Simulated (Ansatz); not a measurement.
The system is Cu3O2.

```xyz
5
Lattice="-2.0230 2.0230 3.6736 2.0230 -2.0230 3.6736 2.0230 2.0230 -3.6736" Properties=species:S:1:pos:R:3 pbc="T T T"
Cu    0.0000    0.0000    0.0000
Cu    0.0000    2.0230    1.8368
Cu    2.0230    0.0000    1.8368
O     0.0000    2.0230    0.0000
O     2.0230    0.0000    0.0000
```

The cell comes from a database or a generator and needn't be the stable form of this composition.

Base run:

* Program: Ansatz 0.2.0
* Functional: PBE
* Potentials or basis: Ansatz PAW
* Cutoff: 420 eV (not typed: the program's choice for these potentials)
* k mesh: 9 × 9 × 9
* Occupations: fermi-dirac, width 0.05 eV
* Spin: no spin polarisation
* Hubbard terms: Cu d U = 4 eV

Its results: band gap on the k mesh none (metal or under the smearing width); pressure 3.0 GPa.

Question: The run is repeated on the same cell with these changes: hubbard terms from Cu d U = 4 eV to none; hubbard projectors from ortho-atomic (the default) to none. What comes out?

Answer: Band gap on the k mesh none (metal or under the smearing width); pressure 0.7 GPa.

Caveats: an odd number of electrons without spin polarisation forces a metal; a magnetic or distorted state may lie lower; the run has no spin polarisation, though such a crystal can be magnetic; the density of states is complete only up to the lowest level of the last band computed; U without spin polarisation on a metal has little footing (some runs); semilocal functionals often make such compounds metallic where correlation or magnetic order opens a gap, which also shifts bond lengths (some runs).
